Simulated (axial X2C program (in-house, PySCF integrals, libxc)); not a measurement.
**A two-component session on BrCo⁻: properties at the nuclei**

Wanted for BrCo⁻: properties at the nuclei, at the two-component level.

Program: an in-house X2C program for linear molecules on PySCF integrals. Level of theory: two-component X2C with atomic mean-field terms, Br dyall-acv3z, Co dyall-acv3z. These are calculated values, not measurements.

1 further run of the same task is left out (it didn't finish).

**1. The job**

Input file task.json:

```json
{
 "zs": [
  35,
  27
 ],
 "q": -1,
 "bas": [
  "dyall-acv3z",
  "dyall-acv3z"
 ],
 "r0": 2.25,
 "levels": [
  "PBE0",
  "HF",
  "PBE",
  "LDA",
  "r2SCAN"
 ],
 "nst": 3
}
```

Keys: zs atomic numbers; q charge; bas basis sets; r0 starting distance in Å; levels methods (HF also brings MP2); nst determinants followed.

Started as:

```console
$ python soeom.py task.json out
```

The runs that follow: Expectation values, lowest determinant; Expectation values, a higher determinant.

Before running it: what results should come out? Wanted: lowest determinant; Eeff magnitude; Ws magnitude Br; A∥/gI Br; qzz Br; higher determinant (for each run or level that gives them).

As calculated:

| quantity | value |
| --- | --- |
| lowest determinant | Ω = 9/2 (excess of +ω over −ω: ω = 1/2, ω = 3/2, ω = 5/2) |
| Eeff magnitude (GV/cm), PBE0 | 1.11 |
| Ws magnitude Br (kHz), PBE0 | 0.0718 |
| A∥/gI Br (MHz), PBE0 | 30.7 |
| qzz Br (a.u.), PBE0 | 1.60 |
| higher determinant | Ω = 7/2 (excess of +ω over −ω: 2 × ω = 1/2, ω = 5/2) |
| Eeff magnitude (GV/cm), PBE0, higher determinant | 1.17 |
| Ws magnitude Br (kHz), PBE0, higher determinant | 0.0811 |
| A∥/gI Br (MHz), PBE0, higher determinant | 35 |
| qzz Br (a.u.), PBE0, higher determinant | 1.49 |

What this shows: In the first state, the effective field runs from 0.426 to 1.37 GV/cm over the mean-field levels, so the levels don't agree on it. The expectation values come from single determinants, which for open shells can mix terms of unlike spin or miss the lowest Ω, so a determinant need not be a state. Eeff is the effective electric field on the electron dipole moment in this Ω state and Ws the scalar–pseudoscalar constant (defined with the proton number Z and per Ω); A∥ is the parallel hyperfine constant, which follows by multiplying with the nuclear g factor gI = μI/(I μN); qzz is the electric field gradient, eQq0 = 234.96 MHz × Q/barn × qzz. The operators were transformed with the bare-nucleus X2C matrices.
